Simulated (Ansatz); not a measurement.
# C₄H₁₃N₂OTa: ionisation energy by level of theory

One table from this session's results is given with a row withheld; the runs are named, their logs left out.

Method: unrestricted cation, the program's frozen cores in correlated methods; program: Ansatz 0.2.0, Gaussian basis.

Levels to be run: UKS PBE-D4/def2-TZVPP; UKS r2SCAN-D4/def2-TZVPP; UKS PBE0-D4/def2-TZVPP; UKS B3LYP-D4/def2-TZVPP; UKS wB97X-V/def2-TZVPP; UKS wB97M-V/def2-TZVPP; UKS B2PLYP/def2-TZVPP; then −ε(HOMO) from the neutral's earlier runs with LDA (SPW92), PBE-D4, revPBE-D4, BLYP-D4, r2SCAN-D4, B97M-V, PBE0-D4, B3LYP-D4, r2SCANh-D4, r2SCAN0-D4, HSE06-D4, BHLYP-D4, CAM-B3LYP-D4, LC-ωPBE, ωB97X-V, ωB97M-V.

**The relaxed structure**

All runs share one geometry, relaxed beforehand with PBE0-D4 in a triple-zeta def2 set. Ta takes the def2 core potential; no spin-orbit term is included.

21 atoms, charge 0, spin multiplicity 1.

Atoms are counted from 1 here; the program's logs count them from 0.

Bond lengths: C1–N2 1.417 Å, C1–H9 1.097 Å, C1–H10 1.096 Å, C1–H11 1.097 Å, N2–Ta3 1.772 Å, Ta3–C4 2.182 Å, Ta3–O5 1.923 Å, Ta3–N6 1.980 Å, C4–H12 1.094 Å, C4–H13 1.097 Å, C4–H14 1.095 Å, O5–H15 0.955 Å, N6–C7 1.442 Å, N6–C8 1.449 Å, C7–H16 1.099 Å, C7–H17 1.089 Å, C7–H18 1.099 Å, C8–H19 1.098 Å and more. Angles: N2–C1–H9 111.2°, N2–C1–H10 111.2°, N2–C1–H11 111.9°, H9–C1–H10 107.3°, H9–C1–H11 107.4°, H10–C1–H11 107.6°, C1–N2–Ta3 176.5°, N2–Ta3–C4 104.9°, N2–Ta3–O5 115.6°, N2–Ta3–N6 106.7°, C4–Ta3–O5 108.6°, C4–Ta3–N6 106.5°, O5–Ta3–N6 113.8°, Ta3–C4–H12 111.7°, Ta3–C4–H13 111.1°, Ta3–C4–H14 110.8°, H12–C4–H13 107.9°, H12–C4–H14 107.4° and more.

Coordinates:

```
C    -1.79865   -1.63741    2.03144
N    -1.08295   -0.64044    1.32243
Ta   -0.24682    0.68158    0.48972
C     1.58533    0.99441    1.63210
O    -1.20570    2.34646    0.39986
N     0.30497   -0.01855   -1.27849
C     0.18606   -1.33066   -1.86414
C     0.87395    0.94879   -2.19547
H    -1.96662   -2.52447    1.40806
H    -1.24837   -1.96397    2.92184
H    -2.78087   -1.27907    2.36254
H     2.16854    0.07383    1.72251
H     2.22131    1.75220    1.15746
H     1.35747    1.33939    2.64659
H    -2.05448    2.66420    0.70191
H    -0.44177   -1.30961   -2.76627
H    -0.25868   -2.02156   -1.14909
H     1.16945   -1.72223   -2.15883
H     1.89418    0.66940   -2.48975
H     0.92893    1.94492   -1.73914
H     0.27051    1.04350   -3.10838
```

Set-up of the first run:

in.yaml

```yaml
crystal:
  periodic: [false, false, false]
  atoms:
    - {symbol: C, position_ang: [-1.798650, -1.637413, 2.031438]}
    - {symbol: N, position_ang: [-1.082953, -0.640443, 1.322428]}
    - {symbol: Ta, position_ang: [-0.246820, 0.681575, 0.489724]}
    - {symbol: C, position_ang: [1.585327, 0.994407, 1.632103]}
    - {symbol: O, position_ang: [-1.205702, 2.346463, 0.399864]}
    - {symbol: N, position_ang: [0.304975, -0.018551, -1.278493]}
    - {symbol: C, position_ang: [0.186061, -1.330661, -1.864136]}
    - {symbol: C, position_ang: [0.873952, 0.948791, -2.195469]}
    - {symbol: H, position_ang: [-1.966618, -2.524472, 1.408064]}
    - {symbol: H, position_ang: [-1.248370, -1.963974, 2.921840]}
    - {symbol: H, position_ang: [-2.780870, -1.279070, 2.362544]}
    - {symbol: H, position_ang: [2.168542, 0.073826, 1.722508]}
    - {symbol: H, position_ang: [2.221311, 1.752204, 1.157457]}
    - {symbol: H, position_ang: [1.357470, 1.339395, 2.646586]}
    - {symbol: H, position_ang: [-2.054478, 2.664198, 0.701910]}
    - {symbol: H, position_ang: [-0.441773, -1.309614, -2.766275]}
    - {symbol: H, position_ang: [-0.258681, -2.021557, -1.149088]}
    - {symbol: H, position_ang: [1.169452, -1.722226, -2.158828]}
    - {symbol: H, position_ang: [1.894184, 0.669401, -2.489752]}
    - {symbol: H, position_ang: [0.928935, 1.944923, -1.739142]}
    - {symbol: H, position_ang: [0.270511, 1.043500, -3.108383]}
basis:
  gaussian: {orbitals: def2-TZVPP}
total_charge: 1
magnetization: {spin_polarized: true, initial_magnetization: 1}
hamiltonian: {xc: pbe, dispersion: d4}
```

Among the steps run: Cation, UKS PBE-D4/def2-TZVPP; Cation, UKS r2SCAN-D4/def2-TZVPP; Cation, UKS PBE0-D4/def2-TZVPP; Cation, UKS B3LYP-D4/def2-TZVPP; Cation, UKS wB97X-V/def2-TZVPP; Cation, UKS wB97M-V/def2-TZVPP; Cation, UKS B2PLYP (frozen core)/def2-TZVPP.

One table of the session follows, with a row left open; its other results are not shown here.

It belongs to the step «Ionisation energies side by side». For comparison, −ε(HOMO) of the neutral from earlier runs:

```
  functional  −ε(HOMO) (eV)
 LDA (SPW92)           5.38
      PBE-D4           5.24
   revPBE-D4           5.18
     BLYP-D4              ?
   r2SCAN-D4           5.46
      B97M-V           5.58
     PBE0-D4           6.49
    B3LYP-D4           6.28
  r2SCANh-D4           5.93
  r2SCAN0-D4           6.65
    HSE06-D4           6.09
    BHLYP-D4           7.67
CAM-B3LYP-D4           7.85
     LC-ωPBE           9.19
     ωB97X-V           8.86
     ωB97M-V           8.79
```

**Question.** Estimate the row for BLYP-D4.

Worked estimate for «−ε(HOMO) (eV)». Against the share of exact exchange, B3LYP-D4 (0.2, 6.28), BHLYP-D4 (0.5, 7.67) give a slope of 4.63 per unit share; at 0 the line stands at 5.35.

**Answer.** −ε(HOMO) (eV): 5.13. In «−ε(HOMO) (eV)» the line misses by +0.22.
